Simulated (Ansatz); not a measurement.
# KNi in Ansatz: the effect of starting spin order

Crystal: KNi.

```
K Ni
1.0
     3.66048    3.66048    0.00000
    -3.66048    3.66048    0.00000
     0.00000    0.00000    3.47889
K Ni
2 2
Direct
  0.00000 0.00000 0.00000
  0.50000 0.50000 0.00000
  0.50000 0.00000 0.50000
  0.00000 0.50000 0.50000
```

The cell was built by a generator and needn't be a form met in nature.

The cell isn't the ideal one: another cell of the same crystal, with 4 atoms.

Alike in all runs:

- Program: Ansatz 0.2.0
- Task: single point
- Functional: PBEsol
- Potentials or basis: Ansatz PAW
- Cutoff: 420 eV (not typed: the program's choice for these potentials)
- k mesh: 4 × 4 × 6
- Occupations: fermi-dirac, width 0.05 eV
- Hubbard terms: Ni d U = 5 eV

| starting spin order | energy over the lowest run (meV/atom) | final net moment (μB) | final largest site moment (μB) |
| --- | --- | --- | --- |
| ferromagnetic | ? | ? | ? |
| antiferromagnetic | 0.0 | 0.00 | 1.00 |
| ferrimagnetic | 0.0 | 0.00 | 1.00 |

Task: What does the run with starting spin order ferromagnetic give?

Result: Energy over the lowest run 5.6 meV/atom; final net moment 2.04 μB; final largest site moment 1.01 μB.

Caveats: the magnetic or orbital state may not be the lowest; the U is typed as a test and isn't derived for this compound.
